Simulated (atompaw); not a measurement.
# Zn: generating and testing a PAW (atompaw) potential

Aim: build the potential from the settings below, then test how well it stands in for the atom: scattering, ghost states and the plane-wave cutoff that it needs.

Method: atompaw 4.2.0.5, PBE, scalar-relativistic.

## 1. Settings

The settings as typed:

```json
{"element": "zinc (Zn, Z = 30)", "type": "PAW", "frozen core": "[Ne]", "valence charge": "20", "reference configuration": "3s2 3p6 3d10 4s2 4p0", "partial waves": "3s (bound): rc 1.10 bohr; 4s (bound): rc 1.50 bohr; 3p (bound): rc 0.85 bohr; 4p (bound, empty): rc 1.50 bohr; 3d (bound): rc 1.35 bohr; 3d channel at 0.2 Ry: rc 1.35 bohr; 4f channel at -0.15 Ry: rc 1.50 bohr", "local potential": "bessel scheme, radius 1.05 bohr", "core correction": "smooth core density matched at 1.30 bohr", "augmentation charge": "besselshape compensation charge, radius 1.30 bohr; PAW radius 1.50 bohr; waves and projectors: custom polynom vanderbiltortho"}
```

An earlier all-electron run gives the scale for the radii.

All-electron outer shells of the reference configuration (PBE, scalar-relativistic, ld1.x):

```json
{"shell": "2s", "level (eV)": "-1158.33", "outermost node (bohr)": "0.07", "outermost maximum (bohr)": "0.19"}
{"shell": "2p", "level (eV)": "-1004.03", "outermost node (bohr)": "–", "outermost maximum (bohr)": "0.15"}
{"shell": "3s", "level (eV)": "-129.23", "outermost node (bohr)": "0.28", "outermost maximum (bohr)": "0.59"}
{"shell": "3p", "level (eV)": "-83.40", "outermost node (bohr)": "0.25", "outermost maximum (bohr)": "0.59"}
{"shell": "3d", "level (eV)": "-10.14", "outermost node (bohr)": "–", "outermost maximum (bohr)": "0.57"}
{"shell": "4s", "level (eV)": "-5.98", "outermost node (bohr)": "0.85", "outermost maximum (bohr)": "2.09"}
{"shell": "4p", "level (eV)": "-1.12", "outermost node (bohr)": "0.92", "outermost maximum (bohr)": "3.08"}
```

## 2. Generating the potential

File Zn.input:

```
Zn 30
GGA-PBE scalarrelativistic loggrid 1500 logderivrange -11 5 401
4 4 3 0 0 0
4 1 0
0 0 0
c
c
v
v
c
v
v
v
3
1.50 1.30 1.05 1.30
n
n
y
0.2
n
y
-0.15
n
custom polynom vanderbiltortho besselshape
bessel
1.10
1.50
0.85
1.50
1.35
1.35
1.50
PWSCFOUT
UPFDX 0.0125d0 UPFXMIN -7.d0 UPFZMESH 30.d0
END
```

Command:

```console
atompaw < Zn.input > Zn.log
```

What does the calculation give? Wanted: cutoffs for 10 and 1 mRy, occupied levels; bound ghosts; largest phase difference near zero energy, channels read; lowest eigenvalue of the overlap; share of valence orbitals outside the PAW sphere; UPF file.

**Answer**, as computed:

| quantity | value |
| --- | --- |
| cutoffs for 10 and 1 mRy, occupied levels | 140 Ry and 200 Ry |
| bound ghosts | none found |
| largest phase difference near zero energy, channels read | 0.001 rad |
| lowest eigenvalue of the overlap (Bessel basis) | 0.502 (p) |
| share of valence orbitals outside the PAW sphere | 3s 1 %, 4s 89 %, 3p 2 %, 4p 98 %, 3d 12 % |
| UPF file | written |

The potential is very hard: the looser tolerance needs 140 Ry. The slowest occupied level is 3p: taken alone it needs 160 Ry to come within 1 mRy, against 90 Ry for 3d. No bound ghost shows below the valence levels. Near zero energy the phases of the channels with partial waves agree within 0.001 rad.
